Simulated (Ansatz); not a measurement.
What does this script print? It uses Ansatz's Python interface.

The script reads `ch6b2o.xyz`:
```text
10

B    -0.27570    1.70840   -0.19250
B    -0.27600    0.37090    0.71530
C     0.34350   -0.95820    0.13100
O    -0.28630   -1.39040   -0.96350
H     0.11010    1.74160   -1.32130
H    -0.79420    2.75720    0.23890
H    -0.66540    0.39930    1.82420
H     0.40330   -1.71770    0.93530
H     1.43170   -0.73670   -0.11070
H     0.09200   -2.22540   -1.25370
```

The script, `methods.py`:
```python
"""CH6B2O at several levels of theory."""

from dataclasses import dataclass

import ansatz as az


@dataclass
class RunConfig:
    basis_set: str = "def2-SVP"


cfg = RunConfig()


def main() -> None:
    system = az.Crystal.molecule_from_extxyz("ch6b2o.xyz")

    model = system.calculation().basis(gaussian=cfg.basis_set)

    methods = ["mp2", "ccsd", "ccsd_t"]
    batch = az.Session.batch([model.correlation(m).input() for m in methods])
    reports = sorted(batch.plan().execute().molecular_reports, key=lambda each: each["member"])
    print(f"Hartree-Fock reference {reports[0]['reference_energy_ev'] / 27.211386246:.6f} Ha")
    best = reports[-1]["free_energy_ev"] - reports[-1]["reference_energy_ev"]
    for method, each in zip(methods, reports):
        gained = each["free_energy_ev"] - each["reference_energy_ev"]
        print(f"{method:8s} total {each['free_energy_ev'] / 27.211386246:.6f} Ha  correlation {gained:9.4f} eV  ({100 * gained / best:.1f} % of the last)")


if __name__ == "__main__":
    main()
```

```console
$ python methods.py
Hartree-Fock reference -165.368288 Ha
mp2      total -165.850351 Ha  correlation  -13.1176 eV  (88.1 % of the last)
ccsd     total -165.903252 Ha  correlation  -14.5571 eV  (97.8 % of the last)
ccsd_t   total -165.915536 Ha  correlation  -14.8914 eV  (100.0 % of the last)
```

Total energies depend on the basis set; only differences at equal settings carry meaning. The geometry is a force-field or estimated start, not a minimum of this method, and the basis set is short of its limit. A lower total doesn't mark the better method: functionals have no common bound, and MP2 and coupled cluster aren't variational. Inner cores stay frozen, so this is valence correlation.
